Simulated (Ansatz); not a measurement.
Working through harmonic frequencies at the relaxed geometry of FH5O2Si2, SMILES O[SiH2][SiH](O)F

Computed with Ansatz's Python interface.

`fh5o2si2.xyz`
```text
10

O    -1.92460    0.60210   -0.40300
Si   -1.06080   -0.34160    0.56720
Si    1.20470   -0.16920    0.04600
O     1.61300   -0.56380   -1.52770
F     1.70060    1.35130    0.20680
H    -2.08420    1.57870   -0.11340
H    -1.50440   -1.73480    0.40950
H    -1.26680    0.10890    1.96110
H     2.05570   -1.01230    0.99790
H     1.34980    0.12960   -2.14150
```

Run as a notebook:

**Cell 1**
```python
import ansatz as az
import numpy as np
```

**Cell 2**
```python
mol = az.Crystal.molecule_from_extxyz("fh5o2si2.xyz")
```

**Cell 3**
```python
model = (
    mol.calculation()
    .basis(gaussian="cc-pVDZ")
    .functional("hf")
    .accuracy("medium")
)
symbols = [site.symbol for site in mol.cartesian_sites]
start = np.array([site.position_ang for site in mol.cartesian_sites], dtype=float)
rep = model.relax(force_tolerance=0.003).run(threads=1).report
end = np.array(rep["positions_ang"])
```

**Cell 4**
```python
print("final positions (A) and the move of each atom")
for symbol, xyz, old in zip(symbols, end, start):
    print(f"{symbol:2s} {xyz[0]:10.5f} {xyz[1]:10.5f} {xyz[2]:10.5f}   {np.linalg.norm(xyz - old):7.4f}")
```
Output:
```text
final positions (A) and the move of each atom
O    -1.90678    0.68411   -0.40989    0.0842
Si   -1.04876   -0.35117    0.59822    0.0346
Si    1.25430   -0.13398    0.10284    0.0833
O     1.60015   -0.50020   -1.47737    0.0821
F     1.59442    1.45237    0.36517    0.2158
H    -1.82801    1.61448   -0.25685    0.2958
H    -1.53472   -1.71662    0.29175    0.1229
H    -1.30145   -0.04264    2.03203    0.1709
H     2.19592   -0.92306    0.91812    0.1844
H     1.05794   -0.13438   -2.16111    0.3940
```

**Cell 5**
```python
# same settings at the minimum
minimum = az.Crystal.molecule()
for symbol, place in zip(symbols, end):
    minimum = minimum.atom(symbol, place.tolist())
vibrating = minimum.calculation()
vibrating = vibrating.basis(gaussian="cc-pVDZ")
vibrating = vibrating.functional("hf")
vibrating = vibrating.accuracy("medium")
vibrating = vibrating.phonons(temperatures=(200, 600, 100))
vib = vibrating.run(threads=1).report["vibrations"]
sums = vib["harmonic_sums"]
modes = [m["omega_inv_cm"] for m in sums["modes_at_gamma"] if m["rigid_motion"] == "no"]
print("frequencies (1/cm):", " ".join(f"{w:.0f}" for w in modes))
print("imaginary modes:", sum(w < 0 for w in modes), " zero-point energy:", round(sums["zero_point_energy_ev"], 4), "eV")
print("T (K)   F_vib (eV)   S_vib (meV/K)   C_vib (meV/K)")
for row in zip(sums["temperatures_k"], sums["vibrational_free_energy_ev"], vib["entropy_ev_per_k"], vib["heat_capacity_ev_per_k"]):
    print(f"{row[0]:6.1f} {row[1]:11.4f} {1000 * row[2]:13.4f} {1000 * row[3]:15.4f}")
```
Output:
```text
frequencies (1/cm): 34 102 149 252 263 333 365 446 542 759 817 851 871 889 935 947 958 964 1021 2294 2332 2368 4162 4164
imaginary modes: 0  zero-point energy: 1.6624 eV
T (K)   F_vib (eV)   S_vib (meV/K)   C_vib (meV/K)
 200.0      1.6076        0.5826          0.6074
 300.0      1.5343        0.8808          0.8757
 400.0      1.4319        1.1635          1.0897
 500.0      1.3023        1.4245          1.2466
 600.0      1.1478        1.6625          1.3634
```

Notes:
- These settings explore the input space; basis and method may be short of convergence.
- The frequencies are harmonic and unscaled, in a modest basis. The result belongs to the one conformer reached from this start, and soft torsions count as harmonic oscillators.
- Hardware and time: 2.3 min on 1 thread of Intel(R) Xeon(R) 6975P-C (Granite Rapids), on a shared host, peak memory 0.29 GiB.

(Lines on the test bed's own set-up are left out of the output.)
